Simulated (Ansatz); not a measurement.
# SiNi3: ground-state runs

What state does SiNi3 reach in the cell shown? Runs: collinear moments without spin-orbit coupling. The runs shown use PAW.

The COD entry's cell or inner coordinates are ideal or old and differ from later refinements, so a difference from it is no clean test against experiment.

Method: DFT, LDA, PAW with Ansatz's default frozen-core files, scalar-relativistic, in Ansatz 0.2.0.

**1. Starting point**

It takes space group Pm-3m (No. 221, cubic). Conventional cell: a = 3.542 Å, b = 3.542 Å, c = 3.542 Å, α = 90.00°, β = 90.00°, γ = 90.00°. Si (site symmetry m-3m) is surrounded by 12 Ni at 2.50 Å. Around Ni (site symmetry 4/mmm) lie 4 Si at 2.50 Å and 8 Ni at 2.50 Å.

Structure file:

```xyz
4
Lattice="3.5420 0.0000 0.0000 0.0000 3.5420 0.0000 0.0000 0.0000 3.5420" Properties=species:S:1:pos:R:3 pbc="T T T"
Si    0.0000    0.0000    0.0000
Ni    0.0000    1.7710    1.7710
Ni    1.7710    0.0000    1.7710
Ni    1.7710    1.7710    0.0000
```

Atoms are numbered in the order of the input: Si1, Ni2, Ni3, Ni4.

**2. Collinear moments without spin-orbit coupling, PAW**

Input file input.yaml:

```yaml
crystal:
  lattice:
    - [3.542, 0.0, 0.0]
    - [0.0, 3.542, 0.0]
    - [0.0, 0.0, 3.542]
  atoms:
    - { symbol: Si, position: [0.0, 0.0, 0.0] }
    - { symbol: Ni, position: [0.0, 0.5, 0.5], spin: 1.5 }
    - { symbol: Ni, position: [0.5, 0.0, 0.5], spin: 1.5 }
    - { symbol: Ni, position: [0.5, 0.5, 0.0], spin: 1.5 }
magnetization:
  spin_polarized: true
kpoints:
  mp_grid: { grid: [7, 7, 7] }
scf:
  occupations: { method: fermi_dirac, width: 0.025 }
  lower_state_search: "off"
hamiltonian:
  xc: lda
  pseudopotentials: { kind: paw }
output:
  forces: true
  stress: true
  eigenvalues: true
```

Launch:

```bash
$ ansatz run input.yaml --threads 2 --pin off --max-ram 6144MiB --backend cpu --events-out ev --progress --plain --runs-dir out
```

What does the calculation give? Wanted: collinear moments without spin-orbit coupling.

The runs gave:

```
                                           quantity                                                  value
collinear moments without spin-orbit coupling (PAW)  pressure -20.23 GPa; largest moment 0.00 μB; gap none
```

What this shows: This start lost its moments, so the planned magnetic runs were dropped; another start might keep them. There is no gap at this level; the crystal is a metal here.
